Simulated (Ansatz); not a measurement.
# Au (fcc type): the cost of one run

Method: DFT, PBEsol, PAW with Ansatz's default frozen-core files, scalar-relativistic, in Ansatz 0.2.0.

1 further run of the same task is left out (it didn't finish). Runs told in other sessions of the task aren't counted.

**1. The system as given**

It takes space group Fm-3m (No. 225, cubic). The conventional cell has a = 4.081 Å, b = 4.081 Å, c = 4.081 Å, α = 90.00°, β = 90.00°, γ = 90.00°. Au (site symmetry m-3m) is surrounded by 12 Au at 2.89 Å.

Structure file:

```
CELL_PARAMETERS angstrom
0.00000 2.04063 2.04063
2.04063 0.00000 2.04063
2.04063 2.04063 0.00000
ATOMIC_POSITIONS crystal
Au 0.00000 0.00000 0.00000
```

**2. Cell relaxed at zero pressure, PAW**

Input file input.yaml:

```yaml
crystal:
  lattice:
    - [0.0, 2.0406274502, 2.0406274502]
    - [2.0406274502, 0.0, 2.0406274502]
    - [2.0406274502, 2.0406274502, 0.0]
  atoms:
    - { symbol: Au, position: [0.0, 0.0, 0.0] }
kpoints:
  mp_grid: { grid: [17, 17, 17] }
scf:
  occupations: { method: fermi_dirac, width: 0.05 }
hamiltonian:
  xc: pbesol
  pseudopotentials: { kind: paw }
output:
  forces: true
  stress: true
relax:
  f_tol: 0.005
  max_steps: 40
  cell: {}
```

On the command line:

```
ansatz run input.yaml --threads 1 --pin off --max-ram 3584MiB --backend cpu --events-out ev --progress --plain --runs-dir out
```

Q: Estimate wall time and peak memory on 1 thread of Arm Neoverse V2, shared host.

About 5.9 s, with a peak of 0.3 GiB.
